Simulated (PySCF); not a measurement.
# [Eu(H2O)2]3+: other functionals and bases at one geometry

Aim: see how levels, charges and forces of [Eu(H2O)2]3+ depend on the level of theory. The species was built from a template and needn't be a known compound.

Program: PySCF 2.14.0. Level of theory: several levels, as the steps say, no spin–orbit coupling. These are calculated values, not measurements.

2 further runs of the same task are left out: 2 for a known fault of the program.

## 1. The starting structure

7 atoms, charge 3, spin multiplicity 1.

Bond lengths: Eu1–O2 2.256 Å, Eu1–O5 2.256 Å, O2–H3 1.006 Å, O2–H4 1.004 Å, O5–H6 1.006 Å, O5–H7 1.005 Å. Angles: O2–Eu1–O5 110.9°, Eu1–O2–H3 127.7°, Eu1–O2–H4 129.7°, H3–O2–H4 102.5°, Eu1–O5–H6 127.8°, Eu1–O5–H7 129.7°, H6–O5–H7 102.5°.

As a file:

```xyz
7

Eu    1.1027    0.1124   -0.0046
O    -0.1682    0.0349    1.8583
H     0.0886    0.3114    2.7905
H    -1.1090   -0.2954    1.9803
O    -0.1718   -0.0706   -1.8570
H     0.0965   -0.4330   -2.7558
H    -1.1240    0.2094   -2.0117
```

Formal oxidation states: Eu +3. Each metal's 6 4f electrons lie in its core potential, so multiplicities, spins and levels count the valence alone. An earlier session relaxed this geometry at PBE, Eu lcecp-1-SVP with ECP52, O def2-SVP, H def2-SVP (singlet, point group C1).

At PBE on the finer grid: E = -186.707882 Eh, HOMO -24.60 eV, LUMO -19.47 eV, Mulliken charge on Eu1 +2.13 e, largest force component 0.017 eV/Å. 

Levels to run: r2SCAN; HF; wB97X; BP86; PBE, TZVP. Hardware: 2 threads of Arm Neoverse V1, shared host.

## 2. r2SCAN

Input file run.py (the lines that set the calculation):

```python
mol = gto.M(atom='''
Eu     1.10275     0.11242    -0.00456
O     -0.16821     0.03488     1.85828
H      0.08855     0.31142     2.79049
H     -1.10895    -0.29536     1.98032
O     -0.17175    -0.07056    -1.85702
H      0.09652    -0.43302    -2.75579
H     -1.12397     0.20942    -2.01171''',
    basis={'Eu': 'lcecp-1-SVP', 'O': 'def2-SVP', 'H': 'def2-SVP'},
    ecp={'Eu': 'lcecp-1-SVP'},
    charge=3, spin=0)
mf = dft.RKS(mol, xc='R2SCAN')
mf.grids.atom_grid = (75, 302)  # f atoms: unpruned, at least (60, 302)
mf = mf.density_fit()  # fitting sets: Eu AutoAux, O def2-universal-JKFIT, H def2-universal-JKFIT
mf.conv_tol = 1e-08; mf.max_cycle = 55
mf.kernel(dm0)  # dm0: the density of the relaxed state
```

Run with:

```
OMP_NUM_THREADS=2 python run.py
```

## 3. HF

run.py (the lines that set the calculation), as its differences from that of step 2:

```diff
@@ -11,4 +11,3 @@
     charge=3, spin=0)
-mf = dft.RKS(mol, xc='R2SCAN')
-mf.grids.atom_grid = (75, 302)  # f atoms: unpruned, at least (60, 302)
+mf = scf.RHF(mol)
 mf = mf.density_fit()  # fitting sets: Eu AutoAux, O def2-universal-JKFIT, H def2-universal-JKFIT
```

## 4. wB97X

run.py (the lines that set the calculation), as its differences from that of step 3:

```diff
@@ -11,3 +11,4 @@
     charge=3, spin=0)
-mf = scf.RHF(mol)
+mf = dft.RKS(mol, xc='WB97X')
+mf.grids.atom_grid = (75, 302)  # f atoms: unpruned, at least (60, 302)
 mf = mf.density_fit()  # fitting sets: Eu AutoAux, O def2-universal-JKFIT, H def2-universal-JKFIT
```

## 5. BP86

run.py (the lines that set the calculation), as its differences from that of step 4:

```diff
@@ -11,3 +11,3 @@
     charge=3, spin=0)
-mf = dft.RKS(mol, xc='WB97X')
+mf = dft.RKS(mol, xc='B88,P86')
 mf.grids.atom_grid = (75, 302)  # f atoms: unpruned, at least (60, 302)
```

## 6. PBE, TZVP

Basis: Eu lcecp-1-TZVP with ECP52, O def2-TZVP, H def2-TZVP. 

Input file run.py (the lines that set the calculation):

```python
mol = gto.M(atom='''
Eu     1.10275     0.11242    -0.00456
O     -0.16821     0.03488     1.85828
H      0.08855     0.31142     2.79049
H     -1.10895    -0.29536     1.98032
O     -0.17175    -0.07056    -1.85702
H      0.09652    -0.43302    -2.75579
H     -1.12397     0.20942    -2.01171''',
    basis={'Eu': 'lcecp-1-TZVP', 'O': 'def2-TZVP', 'H': 'def2-TZVP'},
    ecp={'Eu': 'lcecp-1-TZVP'},
    charge=3, spin=0)
mf = dft.RKS(mol, xc='PBE')
mf.grids.atom_grid = (75, 302)  # f atoms: unpruned, at least (60, 302)
mf = mf.density_fit()  # fitting sets: Eu AutoAux, O def2-universal-JKFIT, H def2-universal-JKFIT
mf.conv_tol = 1e-08; mf.max_cycle = 55
mf.kernel(dm0)  # dm0: free metal ions and neutral atoms
```

Q: Predict the outcome of this session. Wanted: for each run, HOMO; gap; charge on Eu1; dipole; largest force.

**Answer**, as computed:

| level | state | HOMO (eV) | gap (eV) | charge on Eu1 (e) | dipole (D) | largest force (eV/Å) | basis functions | time |
| --- | --- | --- | --- | --- | --- | --- | --- | --- |
| PBE (relaxed here) | singlet | -24.60 | 5.13 | 2.13 | 3.32 | 0.02 | 81 | 7.2 s |
| r2SCAN | singlet | -24.94 | 5.98 | 2.23 | 3.06 | 0.37 | 81 | 5.2 s |
| HF | singlet | -30.92 | 15.93 | 2.46 | 2.35 | 1.79 | 81 | 1.6 s |
| wB97X | singlet | -28.84 | 12.83 | 2.27 | 2.78 | 0.60 | 81 | 4.4 s |
| BP86 | singlet | -24.70 | 5.23 | 2.14 | 3.29 | 0.05 | 81 | 3.6 s |
| PBE, TZVP | singlet | -24.61 | 5.20 | 2.32 | 3.30 | 0.26 | 133 | 10 s |

Times are on 2 threads of Arm Neoverse V1, shared host; the first row also made further properties. The dipole of a charged species depends on the origin, so these sizes hold for this origin alone.

In one basis the HOMO–LUMO gap runs from 5.13 eV (PBE) to 15.93 eV (HF). The largest leftover force, 1.79 eV/Å with HF, stands at a geometry relaxed at another level. The Mulliken charge on Eu spans +2.13 to +2.46 e over the levels. With 4f in the core, its levels are missing from HOMO and gap. Total energies of different levels can't be compared. Spin–orbit coupling is left out throughout.
